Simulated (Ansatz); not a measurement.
# Si: the cost of one run

Program: Ansatz 0.2.0. Level of theory: DFT LDA, scalar-relativistic, plane waves, PAW. These are calculated values, not measurements.

2 further runs of the same task are left out: 2 set aside as unsound or not needed.

### Step 1. Starting point

The structure is hexagonal, space group P6/mmm (No. 191). The conventional cell has a = 2.608 Å, b = 2.608 Å, c = 2.471 Å, α = 90.00°, β = 90.00°, γ = 120.00°. Around Si (site symmetry 6/mmm) lie 8 Si at 2.47 to 2.61 Å.

Structure file:

```cif
data_structure
_symmetry_space_group_name_H-M 'P6/mmm'
_symmetry_Int_Tables_number 191
_cell_length_a 2.6085
_cell_length_b 2.6085
_cell_length_c 2.4708
_cell_angle_alpha 90.000
_cell_angle_beta 90.000
_cell_angle_gamma 120.000
_cell_volume 14.56
loop_
_atom_site_label
_atom_site_type_symbol
_atom_site_symmetry_multiplicity
_atom_site_Wyckoff_symbol
_atom_site_fract_x
_atom_site_fract_y
_atom_site_fract_z
_atom_site_occupancy
Si1 Si 1 a 0.00000 0.00000 0.00000 1
```

It goes back to an entry of the Materials Project, which need not be the stable form.

It is built from the cell relaxed beforehand with the same method (14.56 Å³/atom).

### Step 2. The undisturbed cell

input.yaml

```yaml
crystal:
  lattice:
    - [-2.6084914272, 0.0, 0.0]
    - [-1.3042457136, -2.2590198415, 0.0]
    - [0.0, 0.0, 9.8830448238]
  atoms:
    - { symbol: Si, position: [0.0, 0.0, 0.0] }
    - { symbol: Si, position: [0.0, 0.0, 0.25] }
    - { symbol: Si, position: [0.0, 0.0, 0.5] }
    - { symbol: Si, position: [0.0, 0.0, 0.75] }
basis:
  ecutwfc: 420
kpoints:
  mp_grid: { grid: [26, 26, 6] }
hamiltonian:
  xc: lda
scf:
  occupations: { method: gaussian, width: 0.15 }
output:
  forces: true
  stress: true
  eigenvalues: true
  write_density: true
  write_potential: true
  elf: true
  volumetric_format: npy
```

Launch:

```console
$ ansatz run input.yaml --threads 2 --pin off --max-ram 5120MiB --backend cpu --events-out ev --progress --plain --runs-dir out
```

What time and memory should one allow on 2 threads of Intel Xeon Platinum 8259CL at 2.50GHz (Skylake/Cascade Lake), shared host?

About 9.1 s, with a peak of 0.58 GiB.
